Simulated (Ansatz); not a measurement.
C2H6AlS (charge -1), SMILES C[C]([AlH3-])=S: vertical spin-state energies, run with Ansatz 0.2.0, Python API.

The script, `c2h6als.py`:
```python
'''Gap between spin states of C2H6AlS(-) at one geometry.'''

import ansatz as az

SETTINGS = {
    'basis_set': 'def2-TZVPP',
    'functional': 'pbe0',
    'net_charge': -1,
}

GEOMETRY = '''
C    -1.42740   -0.07880   -0.49850
C    -0.39490    0.14220    0.56740
Al    1.53360   -0.00130    0.16550
S    -0.79560    0.46430    1.90820
H    -2.04250    0.83710   -0.63000
H    -0.94570   -0.31720   -1.46980
H    -2.08830   -0.92740   -0.21980
H     2.17910   -1.14670    1.07180
H     2.24500    1.39290    0.48140
H     1.73670   -0.36500   -1.37620
'''

mol = az.Crystal.molecule()
for line in GEOMETRY.strip().splitlines():
    symbol, *xyz = line.split()
    mol = mol.atom(symbol, [float(v) for v in xyz])

setup = mol.calculation()
setup = setup.basis(gaussian=SETTINGS['basis_set'])
setup = setup.functional(SETTINGS['functional']).charge(SETTINGS['net_charge'])
found = {}
for unpaired in [0, 2]:
    rep = setup.spin('collinear', total=unpaired).run().report
    s = unpaired / 2
    found[unpaired] = rep['free_energy_ev']
    print(f'2S+1 = {unpaired + 1}: E = {found[unpaired]:.5f} eV, <S^2> = {abs(rep["mean_field"]["state"]["spin_squared"]):.3f} (pure state {s * (s + 1):.2f})')
lowest = min(found, key=found.get)
for unpaired, e in found.items():
    print(f'multiplicity {unpaired + 1}: {(e - found[lowest]):.3f} eV above the lowest')
```

Which spin state is lowest at this geometry, and how far above lie the others?

In order: multiplicity 1 (+0.00 eV) and multiplicity 3 (+1.34 eV), all at the one geometry.

The output:

```console
$ python c2h6als.py
2S+1 = 1: E = -19595.04717 eV, <S^2> = 0.000 (pure state 0.00)
2S+1 = 3: E = -19593.70274 eV, <S^2> = 2.009 (pure state 2.00)
multiplicity 1: 0.000 eV above the lowest
multiplicity 3: 1.344 eV above the lowest
```

Total energies depend on the basis set; only differences at equal settings carry meaning. The geometry is a force-field or estimated start, not a minimum of this method, and the basis set is short of its limit. All parts are taken at fixed geometry, without zero-point energy. Anions want diffuse functions, which this basis lacks. It ran for 19 s on 1 thread of Intel(R) Xeon(R) 6975P-C (Granite Rapids) (shared host), peak memory 0.74 GiB.
